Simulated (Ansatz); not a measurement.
SbAs:

```
Sb As
1.0
     2.03271    1.17359    3.71659
    -2.03271    1.17359    3.71659
     0.00000   -2.34718    3.71659
Sb As
1 1
Direct
  0.77090 0.77090 0.77090
  0.22910 0.22910 0.22910
```

The cell is a database's computed one.

- Program: Ansatz 0.2.0
- Task: relaxation of cell and atoms
- Functional: PBE
- Potentials or basis: all-electron LAPW, scalar-relativistic
- Basis error allowed: 0.001 eV/atom
- k mesh: 8 × 8 × 8
- Occupations: fermi-dirac, width 0.05 eV
- Spin: no spin polarisation

At the start: volume 26.60 Å³/atom.

Task: How do energy, volume and symmetry change on relaxing?

Result: Over 6 steps the energy falls by 2.5 meV/atom and the volume is 26.83 Å³/atom (+0.9 %); space group R3m (No. 160, to 0.05 Å).

Step by step:
| step | energy change (eV) | largest force (eV/Å) | volume (Å³) |
| --- | --- | --- | --- |
| 1 | 0.0000 | 0.1610 | 53.20 |
| 2 | -0.0011 | 0.1634 | 54.54 |
| 3 | -0.0047 | 0.0168 | 53.97 |
| 4 | -0.0049 | 0.0092 | 53.71 |
| 5 | -0.0050 | 0.0009 | 53.65 |
| 6 | -0.0050 | 0.0009 | 53.65 |

Final structure:
```cif
data_structure
_symmetry_space_group_name_H-M 'P 1'
_symmetry_Int_Tables_number 1
_cell_length_a 4.3770
_cell_length_b 4.3770
_cell_length_c 4.3770
_cell_angle_alpha 55.893
_cell_angle_beta 55.893
_cell_angle_gamma 55.893
_cell_volume 53.65
loop_
_atom_site_label
_atom_site_type_symbol
_atom_site_fract_x
_atom_site_fract_y
_atom_site_fract_z
_atom_site_occupancy
Sb1 Sb 0.76981 0.76981 0.76981 1
As1 As 0.23019 0.23019 0.23019 1
```
